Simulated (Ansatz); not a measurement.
The system is Hf2Pd2Se2Br2O3.

```
CELL_PARAMETERS angstrom
5.76069 0.00496 -0.00286
-0.52750 5.84664 0.03413
-1.48435 -0.92642 6.64586
ATOMIC_POSITIONS crystal
Hf 0.74540 0.39602 0.34989
Hf 0.28763 0.45322 0.59401
Pd 0.90854 0.13294 0.84849
Pd 0.25249 0.90323 0.35874
Se 0.63469 0.40355 0.93716
Se 0.62597 0.78174 0.53023
Br 0.85273 0.99089 0.15355
Br 0.22526 0.82084 0.86223
O 0.96040 0.28925 0.59026
O 0.43233 0.24524 0.40864
O 0.07457 0.58308 0.36682
```

The cell was built by a generator and needn't be a form met in nature.

Base run:

```yaml
Program: Ansatz 0.2.0
Functional: PBE
Potentials_or_basis: Ansatz PAW
Cutoff: "420 eV (not typed: the program's choice for these potentials)"
k_mesh: 5 × 5 × 4
Occupations: fermi-dirac, width 0.05 eV
Spin: no spin polarisation
Hubbard_terms: Hf d U = 4 eV, Pd d U = 4 eV
```

Its results: band gap on the k mesh 0.57 eV, indirect (least direct gap 0.62 eV); pressure 2.2 GPa; largest force 0.297 eV/Å.

Problem. The run is repeated on the same cell with these changes: hubbard terms from Hf d U = 4 eV, Pd d U = 4 eV to Hf d U = 8 eV, Pd d U = 8 eV. What comes out?

Solution. Band gap on the k mesh 0.57 eV, indirect (least direct gap 0.61 eV); pressure 4.8 GPa; largest force 0.670 eV/Å.

Caveats: odd divisions of the mesh miss points on the zone boundary, where band edges often lie, so the gap on the mesh can be too wide; spin-orbit coupling is left out, which moves the levels of the heavy elements.

A k mesh can miss the band edges.
